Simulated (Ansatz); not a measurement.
# Sn8SO18: the cost of one run

Method: DFT PBE+D3(BJ), scalar-relativistic, plane waves, PAW, in Ansatz 0.2.0.

2 further runs of the same task are left out: 2 set aside as unsound or not needed.

### Step 1. Starting point

It takes space group Pmm2 (No. 25, orthorhombic). The conventional cell has a = 3.230 Å, b = 6.779 Å, c = 22.017 Å, α = 90.00°, β = 90.00°, γ = 90.00°. O (site symmetry mm2) is surrounded by 2 Sn at 2.08 Å. Sn (site symmetry mm2) is surrounded by 5 O at 2.06 to 2.08 Å. Sn (site symmetry mm2) is surrounded by 6 O at 2.08 Å. O (site symmetry m) is surrounded by 3 Sn at 2.08 Å. Around O (site symmetry mm2) lie 3 Sn at 2.01 to 2.08 Å. O (site symmetry mm2) has 3 Sn at 2.06 to 2.20 Å in its first shell of neighbours. Sn (site symmetry mm2) is surrounded by 5 O at 2.01 to 2.07 Å. Sn (site symmetry mm2) is surrounded by 6 O at 2.00 to 2.20 Å. Only part of the 10 independent sites is listed.

Structure file:

```
O Sn
1.0
     6.46009    0.00000    0.00000
     0.00000    6.77887    0.00000
     0.00000    0.00000   22.01678
O Sn
16 8
Direct
  0.00000 0.00000 0.36336
  0.50000 0.00000 0.36336
  0.25000 0.30621 0.42303
  0.75000 0.30621 0.42303
  0.25000 0.69379 0.42303
  0.75000 0.69379 0.42303
  0.00000 0.00000 0.48269
  0.50000 0.00000 0.48269
  0.00000 0.50000 0.51669
  0.50000 0.50000 0.51669
  0.25000 0.81415 0.58601
  0.75000 0.81415 0.58601
  0.25000 0.18585 0.58601
  0.75000 0.18585 0.58601
  0.00000 0.50000 0.63793
  0.50000 0.50000 0.63793
  0.00000 0.50000 0.42303
  0.50000 0.50000 0.42303
  0.25000 0.00000 0.42303
  0.75000 0.00000 0.42303
  0.00000 0.00000 0.57384
  0.50000 0.00000 0.57384
  0.25000 0.50000 0.58421
  0.75000 0.50000 0.58421
```

Planes are indexed in the bulk's conventional cell (P4_2/mnm (No. 136)), a = 4.793 Å, b = 4.793 Å, c = 3.230 Å, α = 90.00°, β = 90.00°, γ = 90.00°.

This (110) slab, 6.0 Å thick as cut, with 16 Å of vacuum, in a 2×1 surface cell; its outer planes are O (top) and O (bottom), was relaxed beforehand with its lower half held: -57268.9579 eV, gap on the mesh 0.48 eV (a mesh can miss band crossings, so it may be none), dipole along +c -0.062 e·Å per cell.

### Step 2. SO2, donor, over a hollow over Sn site

Input file input.yaml:

```yaml
crystal:
  lattice:
    - [6.4600898703, 0.0, 0.0]
    - [0.0, 6.7788694114, 0.0]
    - [0.0, 0.0, 26.3054812908]
  atoms:
    - { symbol: O, position: [0.0, 0.0, 0.3041191268] }
    - { symbol: O, position: [0.5, 0.0, 0.3041191268] }
    - { symbol: Sn, position: [0.0, 0.5, 0.3540582737] }
    - { symbol: Sn, position: [0.5, 0.5, 0.3540582737] }
    - { symbol: Sn, position: [0.25, 0.0, 0.3540582737] }
    - { symbol: Sn, position: [0.75, 0.0, 0.3540582737] }
    - { symbol: O, position: [0.25, 0.3062105621, 0.3540582737] }
    - { symbol: O, position: [0.75, 0.3062105621, 0.3540582737] }
    - { symbol: O, position: [0.25, 0.6937894379, 0.3540582737] }
    - { symbol: O, position: [0.75, 0.6937894379, 0.3540582737] }
    - { symbol: O, position: [0.0, 0.0, 0.4039974205] }
    - { symbol: O, position: [0.5, 0.0, 0.4039974205] }
    - { symbol: O, position: [0.0, 0.5, 0.4324544243] }
    - { symbol: O, position: [0.5, 0.5, 0.4324544243] }
    - { symbol: Sn, position: [0.0, 0.0, 0.4802810943] }
    - { symbol: Sn, position: [0.5, 0.0, 0.4802810943] }
    - { symbol: Sn, position: [0.25, 0.5, 0.4889675706] }
    - { symbol: Sn, position: [0.75, 0.5, 0.4889675706] }
    - { symbol: O, position: [0.25, 0.8141517323, 0.4904690966] }
    - { symbol: O, position: [0.75, 0.8141517323, 0.4904690966] }
    - { symbol: O, position: [0.25, 0.1858482677, 0.4904690966] }
    - { symbol: O, position: [0.75, 0.1858482677, 0.4904690966] }
    - { symbol: O, position: [0.0, 0.5, 0.5339231585] }
    - { symbol: O, position: [0.5, 0.5, 0.5339231585] }
    - { symbol: O, position: [0.75, 0.5, 0.6091926424] }
    - { symbol: S, position: [0.7706671094, 0.5619163023, 0.6575285761] }
    - { symbol: O, position: [0.7293328906, 0.4380836977, 0.6961973231] }
basis:
  ecutwfc: 420
kpoints:
  mp_grid: { grid: [3, 2, 1] }
hamiltonian:
  xc: pbe
  dispersion: d3bj
scf:
  occupations: { method: gaussian, width: 0.05 }
output:
  forces: true
  eigenvalues: true
  write_density: true
  write_potential: true
  elf: true
  volumetric_format: npy
relax:
  adjacent_minimum: "off"
  f_tol: 0.04
  max_steps: 100
  constraints: [{ sites: [0, 1, 2, 3, 4, 5, 6, 7, 8, 9, 10, 11] }]
efield:
  axis: 3
  dipole_correction: true
  ramp_width: 0.04
```

On the command line:

```console
$ ansatz run input.yaml --threads 4 --pin off --max-ram 10240MiB --backend cpu --events-out ev --progress --plain --runs-dir out
```

Q: Estimate wall time and peak memory on 4 threads of Intel Xeon Platinum 8175M at 2.50GHz (Skylake/Cascade Lake), shared host.

About 26 min, with a peak of 2.7 GiB.
